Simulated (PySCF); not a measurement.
# C₃H₉Bi: NMR shieldings

What do calculations give for the NMR shieldings of C₃H₉Bi (`[CH3][Bi]([CH3])[CH3]`)?

Computed with PySCF 2.14.0 and routines of our own; the level stands in each step. Atoms count from 0.

## 1. The starting structure

13 atoms, charge 0, multiplicity 1; geometry from: GFN2-xTB.

## 2. NMR shieldings: PBE/pcJ-1 Bi:dyall-v2z, spin–orbit

Job settings and geometry (Å):

```
{"job": {"xc": "PBE", "basis": {"default": "pcJ-1", "Bi": "dyall-v2z"}, "rel": "so", "kind": "hnmr"}, "charge": 0, "multiplicity": 1}
Bi     0.011590     0.007420     1.313090
C      1.882080    -0.001830     0.030580
H      2.528280     0.822020     0.303050
H      1.599180     0.098870    -1.006710
H      2.418080    -0.932760     0.161740
C     -0.939830     1.630190     0.046910
H     -0.800850     1.386140    -0.996130
H     -0.476770     2.586200     0.253500
H     -1.999210     1.694290     0.258920
C     -0.941070    -1.627290     0.062560
H     -2.014010    -1.617480     0.199320
H     -0.553850    -2.595630     0.351510
H     -0.713620    -1.450130    -0.978350
```

Method: PBE/pcJ-1 Bi:dyall-v2z GIAO NMR shielding, X2C with spin-orbit coupling, screened-nuclear two-electron part, Gaussian nuclei, gas phase.

Run with:

```console
$ OMP_NUM_THREADS=1 python heavy_run.py task.json out
```

One launch serves the whole session: the jobs run in the order shown.

Output:

```text
spin-free SCF
coarse grid: 46544 points
cycle   1  E = -21655.1630873726  dE = -1.131e+00  |g| = 2.745e+00  |ddm| = 2.957e+00
cycle   2  E = -21654.6410382356  dE =  5.220e-01  |g| = 1.578e+00  |ddm| = 2.228e+00
cycle   3  E = -21654.4805568188  dE =  1.605e-01  |g| = 1.925e+00  |ddm| = 3.305e+00
cycle   4  E = -21655.3185340108  dE = -8.380e-01  |g| = 1.718e-01  |ddm| = 1.823e+00
cycle   5  E = -21655.3269012256  dE = -8.367e-03  |g| = 5.688e-02  |ddm| = 2.521e-01
cycle   6  E = -21655.3274200418  dE = -5.188e-04  |g| = 7.387e-03  |ddm| = 5.370e-02
cycle   7  E = -21655.3274273716  dE = -7.330e-06  |g| = 4.085e-03  |ddm| = 1.391e-02
cycle   8  E = -21655.3274289963  dE = -1.625e-06  |g| = 1.353e-03  |ddm| = 4.458e-03
final grid: 97168 points
cycle   9  E = -21655.3193611052  dE = -5.931e-04  |g| = 1.367e-01  |ddm| = 2.910e-03
cycle  10  E = -21655.3193603644  dE =  7.408e-07  |g| = 2.601e-03  |ddm| = 3.088e-03
cycle  11  E = -21655.3193571553  dE =  3.209e-06  |g| = 4.417e-03  |ddm| = 6.032e-03
cycle  12  E = -21655.3193613098  dE = -4.155e-06  |g| = 7.983e-04  |ddm| = 4.556e-03
cycle  13  E = -21655.3193613994  dE = -8.964e-08  |g| = 1.528e-05  |ddm| = 6.554e-04
cycle  14  E = -21655.3193613995  dE = -1.455e-11  |g| = 7.207e-06  |ddm| = 1.841e-05
converged SCF energy = -21655.3193613995
two-component SCF
cycle   1  E = -21640.4952413328  dE = -2.164e+04  |FDS-SDF| = 6.643e+02
cycle   2  E = -21682.3966586625  dE = -4.190e+01  |FDS-SDF| = 1.214e+00
cycle   3  E = -21682.3962924866  dE =  3.662e-04  |FDS-SDF| = 2.587e-01
cycle   4  E = -21682.3943234064  dE =  1.969e-03  |FDS-SDF| = 2.412e-01
cycle   5  E = -21682.3974435067  dE = -3.120e-03  |FDS-SDF| = 4.537e-02
cycle   6  E = -21682.3979021900  dE = -4.587e-04  |FDS-SDF| = 1.235e-02
cycle   7  E = -21682.3979342473  dE = -3.206e-05  |FDS-SDF| = 1.641e-03
cycle   8  E = -21682.3979345958  dE = -3.484e-07  |FDS-SDF| = 1.679e-04
cycle   9  E = -21682.3979346033  dE = -7.582e-09  |FDS-SDF| = 3.644e-05
converged, E = -21682.3979346033

Field gradients (au) and densities at the nuclei (bohr^-3)
atom        Vxx        Vyy        Vzz        centre      nuclear mean
  0 Bi     2.9589     2.9732    -5.9322    2982746.945    2709085.502
  1 C     -0.0294    -0.0422     0.0716        126.080        126.078
  2 H     -0.1599    -0.1642     0.3241          0.485          0.485
  3 H     -0.1610    -0.1663     0.3273          0.486          0.486
  4 H     -0.1597    -0.1639     0.3236          0.485          0.485
  5 C     -0.0290    -0.0417     0.0707        126.080        126.077
  6 H     -0.1607    -0.1660     0.3267          0.486          0.486
  7 H     -0.1597    -0.1640     0.3237          0.485          0.485
  8 H     -0.1596    -0.1639     0.3235          0.485          0.485
  9 C     -0.0292    -0.0416     0.0707        126.079        126.077
 10 H     -0.1601    -0.1644     0.3246          0.485          0.485
 11 H     -0.1596    -0.1640     0.3237          0.485          0.485
 12 H     -0.1607    -0.1662     0.3269          0.486          0.486
without picture change
  0 Bi                          -7.5599                   7927337.583

Core orbital energies (eV)
atom   shell        mean    spread
  0 Bi 1s       -90257.066   0.000
  0 Bi 2s       -16210.883   0.000
  0 Bi 3s        -3912.744   0.000
  0 Bi 4s         -897.035   0.000
  0 Bi 5s         -155.760   0.000
  0 Bi 6s          -15.205   0.000
  0 Bi 2p1/2    -15576.059   0.000
  0 Bi 2p3/2    -13269.798   0.006
  0 Bi 3p1/2     -3626.066   0.000
  0 Bi 3p3/2     -3108.767   0.014
  0 Bi 4p1/2      -772.302   0.000
  0 Bi 4p3/2      -644.666   0.030
  0 Bi 5p1/2      -112.526   0.000
  0 Bi 5p3/2       -87.938   0.073
  0 Bi 3d3/2     -2639.237   0.013
  0 Bi 3d5/2     -2529.532   0.017
  0 Bi 4d3/2      -441.826   0.030
  0 Bi 4d5/2      -417.812   0.040
  0 Bi 5d3/2       -27.775   0.091
  0 Bi 5d5/2       -24.756   0.144
  0 Bi 4f5/2      -153.984   0.041
  0 Bi 4f7/2      -148.579   0.046

Shielding tensors (ppm)
atom      isotropic    diamagn.    paramagn.     s11        s22        s33       span
  0 Bi    10241.77     8955.65     1286.12    9909.08    9913.90   10902.34     993.25
  1 C       187.52      250.32      -62.80     163.88     184.58     214.10      50.22
  2 H        30.65       30.56        0.09      24.19      26.67      41.09      16.90
  3 H        29.84       31.21       -1.37      22.90      27.00      39.63      16.72
  4 H        30.59       30.61       -0.02      24.07      26.75      40.97      16.91
  5 C       187.87      250.39      -62.52     163.95     183.88     215.78      51.83
  6 H        29.79       31.22       -1.44      22.86      26.91      39.59      16.74
  7 H        30.62       30.59        0.03      24.19      26.65      41.00      16.81
  8 H        30.67       30.62        0.05      24.21      26.68      41.12      16.91
  9 C       188.44      250.38      -61.94     164.09     183.95     217.29      53.21
 10 H        30.66       30.66       -0.00      24.07      26.84      41.08      17.01
 11 H        30.69       30.58        0.11      24.21      26.72      41.14      16.93
 12 H        29.77       31.22       -1.46      22.73      26.97      39.60      16.87
```

It took 1.9 min on 1 thread of Arm Neoverse V2, shared host; peak memory 1.7 GiB.

Key values:

```csv
quantity,value
energy from spin-orbit coupling,-27.0786 Eh
```

## 3. NMR shieldings: PBE/pcJ-1 Bi:dyall-v2z, spin–orbit

Settings changed since step 2:

```diff
@@ -1,2 +1,2 @@
-{"job": {"xc": "PBE", "basis": {"default": "pcJ-1", "Bi": "dyall-v2z"}, "rel": "so", "kind": "hnmr"}, "charge": 0, "multiplicity": 1}
+{"job": {"xc": "PBE", "basis": {"default": "pcJ-1", "Bi": "dyall-v2z"}, "rel": "so", "snso": false, "kind": "hnmr"}, "charge": 0, "multiplicity": 1}
 Bi     0.011590     0.007420     1.313090
```

Level: PBE/pcJ-1 Bi:dyall-v2z GIAO NMR shielding, X2C with spin-orbit coupling, one-electron part alone, Gaussian nuclei, gas phase.

Output:

```text
spin-free SCF
coarse grid: 46544 points
cycle   1  E = -21655.1630873726  dE = -1.131e+00  |g| = 2.745e+00  |ddm| = 2.957e+00
cycle   2  E = -21654.6410382356  dE =  5.220e-01  |g| = 1.578e+00  |ddm| = 2.228e+00
cycle   3  E = -21654.4805568188  dE =  1.605e-01  |g| = 1.925e+00  |ddm| = 3.305e+00
cycle   4  E = -21655.3185340108  dE = -8.380e-01  |g| = 1.718e-01  |ddm| = 1.823e+00
cycle   5  E = -21655.3269012256  dE = -8.367e-03  |g| = 5.688e-02  |ddm| = 2.521e-01
cycle   6  E = -21655.3274200418  dE = -5.188e-04  |g| = 7.387e-03  |ddm| = 5.370e-02
cycle   7  E = -21655.3274273716  dE = -7.330e-06  |g| = 4.085e-03  |ddm| = 1.391e-02
cycle   8  E = -21655.3274289963  dE = -1.625e-06  |g| = 1.353e-03  |ddm| = 4.458e-03
final grid: 97168 points
cycle   9  E = -21655.3193611052  dE = -5.931e-04  |g| = 1.367e-01  |ddm| = 2.910e-03
cycle  10  E = -21655.3193603644  dE =  7.408e-07  |g| = 2.601e-03  |ddm| = 3.088e-03
cycle  11  E = -21655.3193571553  dE =  3.209e-06  |g| = 4.417e-03  |ddm| = 6.032e-03
cycle  12  E = -21655.3193613098  dE = -4.155e-06  |g| = 7.983e-04  |ddm| = 4.556e-03
cycle  13  E = -21655.3193613994  dE = -8.964e-08  |g| = 1.528e-05  |ddm| = 6.554e-04
cycle  14  E = -21655.3193613995  dE = -1.455e-11  |g| = 7.207e-06  |ddm| = 1.841e-05
converged SCF energy = -21655.3193613995
two-component SCF
cycle   1  E = -21639.7027822343  dE = -2.164e+04  |FDS-SDF| = 6.801e+02
cycle   2  E = -21683.9346015698  dE = -4.423e+01  |FDS-SDF| = 1.286e+00
cycle   3  E = -21683.9342103036  dE =  3.913e-04  |FDS-SDF| = 2.763e-01
cycle   4  E = -21683.9320586493  dE =  2.152e-03  |FDS-SDF| = 2.553e-01
cycle   5  E = -21683.9354957093  dE = -3.437e-03  |FDS-SDF| = 4.812e-02
cycle   6  E = -21683.9360086735  dE = -5.130e-04  |FDS-SDF| = 1.316e-02
cycle   7  E = -21683.9360453308  dE = -3.666e-05  |FDS-SDF| = 1.768e-03
cycle   8  E = -21683.9360457369  dE = -4.061e-07  |FDS-SDF| = 1.803e-04
cycle   9  E = -21683.9360457459  dE = -9.019e-09  |FDS-SDF| = 3.899e-05
converged, E = -21683.9360457459

Field gradients (au) and densities at the nuclei (bohr^-3)
atom        Vxx        Vyy        Vzz        centre      nuclear mean
  0 Bi     2.9612     2.9754    -5.9366    2984038.471    2710302.351
  1 C     -0.0296    -0.0424     0.0719        126.080        126.078
  2 H     -0.1599    -0.1642     0.3241          0.485          0.485
  3 H     -0.1610    -0.1663     0.3273          0.486          0.486
  4 H     -0.1597    -0.1639     0.3236          0.485          0.485
  5 C     -0.0292    -0.0418     0.0710        126.080        126.078
  6 H     -0.1607    -0.1660     0.3267          0.486          0.486
  7 H     -0.1597    -0.1640     0.3237          0.485          0.485
  8 H     -0.1596    -0.1639     0.3235          0.485          0.485
  9 C     -0.0293    -0.0417     0.0711        126.079        126.077
 10 H     -0.1601    -0.1644     0.3246          0.485          0.485
 11 H     -0.1596    -0.1640     0.3237          0.485          0.485
 12 H     -0.1607    -0.1662     0.3269          0.486          0.486
without picture change
  0 Bi                          -7.5684                   7927265.602

Core orbital energies (eV)
atom   shell        mean    spread
  0 Bi 1s       -90255.419   0.000
  0 Bi 2s       -16210.420   0.000
  0 Bi 3s        -3912.601   0.000
  0 Bi 4s         -896.995   0.000
  0 Bi 5s         -155.748   0.000
  0 Bi 6s          -15.201   0.000
  0 Bi 2p1/2    -15621.825   0.000
  0 Bi 2p3/2    -13253.653   0.006
  0 Bi 3p1/2     -3636.170   0.000
  0 Bi 3p3/2     -3105.070   0.014
  0 Bi 4p1/2      -774.806   0.000
  0 Bi 4p3/2      -643.758   0.030
  0 Bi 5p1/2      -113.012   0.000
  0 Bi 5p3/2       -87.762   0.073
  0 Bi 3d3/2     -2648.465   0.013
  0 Bi 3d5/2     -2523.612   0.017
  0 Bi 4d3/2      -443.854   0.030
  0 Bi 4d5/2      -416.521   0.040
  0 Bi 5d3/2       -28.029   0.091
  0 Bi 5d5/2       -24.592   0.145
  0 Bi 4f5/2      -155.568   0.041
  0 Bi 4f7/2      -147.403   0.046

Shielding tensors (ppm)
atom      isotropic    diamagn.    paramagn.     s11        s22        s33       span
  0 Bi    10198.37     8959.27     1239.10    9845.32    9850.14   10899.66    1054.34
  1 C       187.22      250.32      -63.10     162.04     184.42     215.20      53.16
  2 H        30.64       30.56        0.09      24.17      26.67      41.09      16.92
  3 H        29.78       31.21       -1.43      22.81      26.93      39.60      16.79
  4 H        30.58       30.61       -0.03      24.05      26.73      40.97      16.92
  5 C       187.57      250.39      -62.81     162.12     183.72     216.88      54.76
  6 H        29.73       31.22       -1.50      22.77      26.84      39.57      16.80
  7 H        30.61       30.58        0.02      24.18      26.64      41.00      16.82
  8 H        30.66       30.61        0.05      24.19      26.67      41.12      16.93
  9 C       188.15      250.38      -62.23     162.26     183.79     218.39      56.13
 10 H        30.65       30.66       -0.01      24.05      26.82      41.08      17.03
 11 H        30.68       30.58        0.11      24.20      26.71      41.14      16.94
 12 H        29.71       31.22       -1.52      22.64      26.90      39.58      16.93
```

Wall time 1.9 min (1 thread of Arm Neoverse V2, shared host); peak memory 1.7 GiB.

In short:

```
                       quantity        value
energy from spin-orbit coupling  -28.6167 Eh
```

## 4. NMR shieldings: PBE/pcJ-1 Bi:dyall-v2z, spin-free

Settings changed since step 3:

```diff
@@ -1,2 +1,2 @@
-{"job": {"xc": "PBE", "basis": {"default": "pcJ-1", "Bi": "dyall-v2z"}, "rel": "so", "snso": false, "kind": "hnmr"}, "charge": 0, "multiplicity": 1}
+{"job": {"xc": "PBE", "basis": {"default": "pcJ-1", "Bi": "dyall-v2z"}, "rel": "sf", "kind": "hnmr"}, "charge": 0, "multiplicity": 1}
 Bi     0.011590     0.007420     1.313090
```

Method: PBE/pcJ-1 Bi:dyall-v2z GIAO NMR shielding, spin-free X2C, Gaussian nuclei, gas phase.

Output:

```text
spin-free SCF
coarse grid: 46544 points
cycle   1  E = -21655.1630873726  dE = -1.131e+00  |g| = 2.745e+00  |ddm| = 2.957e+00
cycle   2  E = -21654.6410382356  dE =  5.220e-01  |g| = 1.578e+00  |ddm| = 2.228e+00
cycle   3  E = -21654.4805568188  dE =  1.605e-01  |g| = 1.925e+00  |ddm| = 3.305e+00
cycle   4  E = -21655.3185340108  dE = -8.380e-01  |g| = 1.718e-01  |ddm| = 1.823e+00
cycle   5  E = -21655.3269012256  dE = -8.367e-03  |g| = 5.688e-02  |ddm| = 2.521e-01
cycle   6  E = -21655.3274200418  dE = -5.188e-04  |g| = 7.387e-03  |ddm| = 5.370e-02
cycle   7  E = -21655.3274273716  dE = -7.330e-06  |g| = 4.085e-03  |ddm| = 1.391e-02
cycle   8  E = -21655.3274289963  dE = -1.625e-06  |g| = 1.353e-03  |ddm| = 4.458e-03
final grid: 97168 points
cycle   9  E = -21655.3193611052  dE = -5.931e-04  |g| = 1.367e-01  |ddm| = 2.910e-03
cycle  10  E = -21655.3193603644  dE =  7.408e-07  |g| = 2.601e-03  |ddm| = 3.088e-03
cycle  11  E = -21655.3193571553  dE =  3.209e-06  |g| = 4.417e-03  |ddm| = 6.032e-03
cycle  12  E = -21655.3193613098  dE = -4.155e-06  |g| = 7.983e-04  |ddm| = 4.556e-03
cycle  13  E = -21655.3193613994  dE = -8.964e-08  |g| = 1.528e-05  |ddm| = 6.554e-04
cycle  14  E = -21655.3193613995  dE = -1.455e-11  |g| = 7.207e-06  |ddm| = 1.841e-05
converged SCF energy = -21655.3193613995
check of the scalar solution
cycle   1  E = -21655.3193613993  dE = -2.166e+04  |FDS-SDF| = 7.207e-06
cycle   2  E = -21655.3193613991  dE =  2.110e-10  |FDS-SDF| = 1.551e-05
converged, E = -21655.3193613991

Field gradients (au) and densities at the nuclei (bohr^-3)
atom        Vxx        Vyy        Vzz        centre      nuclear mean
  0 Bi     2.8507     2.8657    -5.7164    2955313.315    2683328.751
  1 C     -0.0263    -0.0397     0.0661        126.076        126.073
  2 H     -0.1599    -0.1643     0.3242          0.485          0.485
  3 H     -0.1610    -0.1665     0.3274          0.486          0.486
  4 H     -0.1597    -0.1640     0.3237          0.485          0.485
  5 C     -0.0259    -0.0392     0.0651        126.075        126.073
  6 H     -0.1606    -0.1662     0.3268          0.486          0.486
  7 H     -0.1597    -0.1641     0.3238          0.485          0.485
  8 H     -0.1596    -0.1640     0.3236          0.485          0.485
  9 C     -0.0261    -0.0391     0.0652        126.075        126.073
 10 H     -0.1601    -0.1645     0.3247          0.485          0.485
 11 H     -0.1596    -0.1641     0.3238          0.485          0.485
 12 H     -0.1606    -0.1663     0.3269          0.486          0.486
without picture change
  0 Bi                          -7.3417                   7928754.001

Core orbital energies (eV)
atom   shell        mean    spread
  0 Bi 1s       -90285.068   0.000
  0 Bi 2s       -16217.643   0.000
  0 Bi 3s        -3914.840   0.000
  0 Bi 4s         -897.745   0.000
  0 Bi 5s         -156.036   0.000
  0 Bi 6s          -15.295   0.000
  0 Bi 2p       -13950.964   0.009
  0 Bi 3p        -3263.344   0.022
  0 Bi 4p         -682.813   0.045
  0 Bi 5p          -95.318   0.106
  0 Bi 3d        -2574.152   0.020
  0 Bi 4d         -427.706   0.044
  0 Bi 5d          -26.105   0.181
  0 Bi 4f         -151.252   0.049

Shielding tensors (ppm)
atom      isotropic    diamagn.    paramagn.     s11        s22        s33       span
  0 Bi     5239.02    10479.73    -5240.71    5099.42    5304.80    5312.85     213.43
  1 C       173.90      251.48      -77.58     160.47     167.07     194.17      33.70
  2 H        31.23       30.47        0.76      25.23      27.47      40.99      15.76
  3 H        31.59       31.18        0.40      25.81      29.11      39.84      14.04
  4 H        31.25       30.54        0.71      25.29      27.63      40.82      15.53
  5 C       174.19      251.55      -77.36     161.78     166.84     193.97      32.19
  6 H        31.54       31.19        0.35      25.75      29.06      39.81      14.06
  7 H        31.22       30.50        0.72      25.28      27.53      40.87      15.60
  8 H        31.29       30.54        0.75      25.30      27.56      41.00      15.69
  9 C       174.75      251.54      -76.79     163.67     166.42     194.16      30.49
 10 H        31.31       30.59        0.72      25.30      27.71      40.93      15.62
 11 H        31.27       30.49        0.77      25.26      27.50      41.04      15.77
 12 H        31.52       31.19        0.33      25.68      29.09      39.80      14.12
```

Wall time 38 s (1 thread of Arm Neoverse V2, shared host); peak memory 1.5 GiB.

## 5. NMR shieldings: PBE/pcJ-1 Bi:dyall-v2z, spin-free

Settings changed since step 4:

```diff
@@ -1,2 +1,2 @@
-{"job": {"xc": "PBE", "basis": {"default": "pcJ-1", "Bi": "dyall-v2z"}, "rel": "sf", "kind": "hnmr"}, "charge": 0, "multiplicity": 1}
+{"job": {"xc": "PBE", "basis": {"default": "pcJ-1", "Bi": "dyall-v2z"}, "rel": "sf", "two": true, "kind": "hnmr"}, "charge": 0, "multiplicity": 1}
 Bi     0.011590     0.007420     1.313090
```

Level: PBE/pcJ-1 Bi:dyall-v2z GIAO NMR shielding, X2C without spin-orbit coupling but with the spin-dependent field terms, Gaussian nuclei, gas phase.

Output:

```text
spin-free SCF
coarse grid: 46544 points
cycle   1  E = -21655.1630873726  dE = -1.131e+00  |g| = 2.745e+00  |ddm| = 2.957e+00
cycle   2  E = -21654.6410382356  dE =  5.220e-01  |g| = 1.578e+00  |ddm| = 2.228e+00
cycle   3  E = -21654.4805568188  dE =  1.605e-01  |g| = 1.925e+00  |ddm| = 3.305e+00
cycle   4  E = -21655.3185340108  dE = -8.380e-01  |g| = 1.718e-01  |ddm| = 1.823e+00
cycle   5  E = -21655.3269012256  dE = -8.367e-03  |g| = 5.688e-02  |ddm| = 2.521e-01
cycle   6  E = -21655.3274200418  dE = -5.188e-04  |g| = 7.387e-03  |ddm| = 5.370e-02
cycle   7  E = -21655.3274273716  dE = -7.330e-06  |g| = 4.085e-03  |ddm| = 1.391e-02
cycle   8  E = -21655.3274289963  dE = -1.625e-06  |g| = 1.353e-03  |ddm| = 4.458e-03
final grid: 97168 points
cycle   9  E = -21655.3193611052  dE = -5.931e-04  |g| = 1.367e-01  |ddm| = 2.910e-03
cycle  10  E = -21655.3193603644  dE =  7.408e-07  |g| = 2.601e-03  |ddm| = 3.088e-03
cycle  11  E = -21655.3193571553  dE =  3.209e-06  |g| = 4.417e-03  |ddm| = 6.032e-03
cycle  12  E = -21655.3193613098  dE = -4.155e-06  |g| = 7.983e-04  |ddm| = 4.556e-03
cycle  13  E = -21655.3193613994  dE = -8.964e-08  |g| = 1.528e-05  |ddm| = 6.554e-04
cycle  14  E = -21655.3193613995  dE = -1.455e-11  |g| = 7.207e-06  |ddm| = 1.841e-05
converged SCF energy = -21655.3193613995
two-component SCF
cycle   1  E = -21655.3193613976  dE = -2.166e+04  |FDS-SDF| = 7.207e-06
cycle   2  E = -21655.3193613975  dE =  1.164e-10  |FDS-SDF| = 1.551e-05
converged, E = -21655.3193613975

Field gradients (au) and densities at the nuclei (bohr^-3)
atom        Vxx        Vyy        Vzz        centre      nuclear mean
  0 Bi     2.8507     2.8657    -5.7164    2955313.315    2683328.751
  1 C     -0.0263    -0.0397     0.0661        126.076        126.073
  2 H     -0.1599    -0.1643     0.3242          0.485          0.485
  3 H     -0.1610    -0.1665     0.3274          0.486          0.486
  4 H     -0.1597    -0.1640     0.3237          0.485          0.485
  5 C     -0.0259    -0.0392     0.0651        126.075        126.073
  6 H     -0.1606    -0.1662     0.3268          0.486          0.486
  7 H     -0.1597    -0.1641     0.3238          0.485          0.485
  8 H     -0.1596    -0.1640     0.3236          0.485          0.485
  9 C     -0.0261    -0.0391     0.0652        126.075        126.073
 10 H     -0.1601    -0.1645     0.3247          0.485          0.485
 11 H     -0.1596    -0.1641     0.3238          0.485          0.485
 12 H     -0.1606    -0.1663     0.3269          0.486          0.486
without picture change
  0 Bi                          -7.3417                   7928754.001

Core orbital energies (eV)
atom   shell        mean    spread
  0 Bi 1s       -90285.068   0.000
  0 Bi 2s       -16217.643   0.000
  0 Bi 3s        -3914.840   0.000
  0 Bi 4s         -897.745   0.000
  0 Bi 5s         -156.036   0.000
  0 Bi 6s          -15.295   0.000
  0 Bi 2p1/2    -13950.967   0.000
  0 Bi 2p3/2    -13950.962   0.009
  0 Bi 3p1/2     -3263.352   0.000
  0 Bi 3p3/2     -3263.341   0.022
  0 Bi 4p1/2      -682.828   0.000
  0 Bi 4p3/2      -682.806   0.045
  0 Bi 5p1/2       -95.353   0.000
  0 Bi 5p3/2       -95.300   0.105
  0 Bi 3d3/2     -2574.162   0.000
  0 Bi 3d5/2     -2574.146   0.006
  0 Bi 4d3/2      -427.728   0.000
  0 Bi 4d5/2      -427.691   0.011
  0 Bi 5d3/2       -26.186   0.000
  0 Bi 5d5/2       -26.051   0.070
  0 Bi 4f5/2      -151.270   0.028
  0 Bi 4f7/2      -151.239   0.021

Shielding tensors (ppm)
atom      isotropic    diamagn.    paramagn.     s11        s22        s33       span
  0 Bi    11327.07     8862.77     2464.30   11184.65   11394.26   11402.31     217.66
  1 C       175.21      250.61      -75.40     161.78     168.38     195.47      33.69
  2 H        31.22       30.47        0.75      25.21      27.46      40.98      15.77
  3 H        31.58       31.18        0.39      25.79      29.10      39.84      14.05
  4 H        31.24       30.54        0.70      25.28      27.61      40.82      15.54
  5 C       175.50      250.67      -75.17     163.09     168.15     195.27      32.19
  6 H        31.53       31.19        0.34      25.74      29.05      39.80      14.07
  7 H        31.21       30.50        0.71      25.26      27.51      40.87      15.61
  8 H        31.27       30.53        0.74      25.28      27.55      40.99      15.71
  9 C       176.06      250.67      -74.61     164.98     167.73     195.47      30.49
 10 H        31.30       30.59        0.71      25.28      27.70      40.92      15.64
 11 H        31.25       30.49        0.76      25.25      27.48      41.03      15.79
 12 H        31.51       31.19        0.32      25.66      29.08      39.79      14.13
```

It took 91 s on 1 thread of Arm Neoverse V2, shared host; peak memory 1.7 GiB.

(Part 1 of 2 ends here.)
